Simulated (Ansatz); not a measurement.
# CH2OSe: basis-set convergence

One table from this session's results is given with a row withheld; the runs are named, their logs left out.

Computed with Ansatz 0.2.0, Gaussian basis. Level: one geometry, several basis sets.

Plan: PBE0-D4/def2-SVP; ωB97M-V/def2-SVP; PBE0-D4/def2-QZVPP; ωB97M-V/def2-QZVPP; the functionals' def2-TZVPP values are taken from earlier runs.

### The geometry

All runs share one geometry, relaxed beforehand with PBE0-D4 in a triple-zeta def2 set.

SMILES `OC=[Se]`, 5 atoms, charge 0, spin multiplicity 1.

Atoms are counted from 1 here; the program's logs count them from 0.

Bond lengths: O1–C2 1.326 Å, O1–H4 0.965 Å, C2–Se3 1.753 Å, C2–H5 1.092 Å. Angles: C2–O1–H4 110.3°, O1–C2–Se3 123.9°, O1–C2–H5 114.6°, Se3–C2–H5 121.5°.

Coordinates:

```xyz
5

O    -0.56764   -0.85265   -0.06661
C     0.25816    0.17602    0.07295
Se    1.76179    0.10802    0.97071
H    -1.33323   -0.59795   -0.59674
H    -0.06929    1.09286   -0.42172
```

Set-up of the first run:

in.yaml reads:

```yaml
crystal:
  periodic: [false, false, false]
  atoms:
    - {symbol: O, position_ang: [-0.567643, -0.852648, -0.066610]}
    - {symbol: C, position_ang: [0.258165, 0.176016, 0.072954]}
    - {symbol: Se, position_ang: [1.761793, 0.108021, 0.970714]}
    - {symbol: H, position_ang: [-1.333228, -0.597954, -0.596742]}
    - {symbol: H, position_ang: [-0.069287, 1.092865, -0.421716]}
basis:
  gaussian: {orbitals: def2-SVP}
hamiltonian: {xc: pbe0, dispersion: d4}
output: {orbitals: {seedname: orbitals}}
```

Started as:

```bash
> ansatz run in.yaml --threads 2 --pin off --events-out ev --progress --plain --max-ram 4352MiB
```

Steps of the session up to this table: PBE0-D4 in def2-SVP; ωB97M-V in def2-SVP; PBE0-D4 in def2-QZVPP; ωB97M-V in def2-QZVPP.

One of the session's tables, all rows but one given; the rest of the session is left out.

It belongs to the step «Functionals by basis». 

```
functional       basis  HOMO (eV)  LUMO (eV)
   PBE0-D4    def2-SVP      -6.15      -1.69
   PBE0-D4  def2-TZVPP          ?          ?
   PBE0-D4  def2-QZVPP      -6.39      -1.93
   ωB97M-V    def2-SVP      -8.29       0.52
   ωB97M-V  def2-TZVPP      -8.51       0.25
   ωB97M-V  def2-QZVPP      -8.55       0.18
```

Q: Estimate the row for PBE0-D4, def2-TZVPP from the others.

The run gave: HOMO (eV): -6.35; LUMO (eV): -1.88. In the column «HOMO (eV)» it lies between PBE0-D4, def2-QZVPP (-6.39) and PBE0-D4, def2-SVP (-6.15).
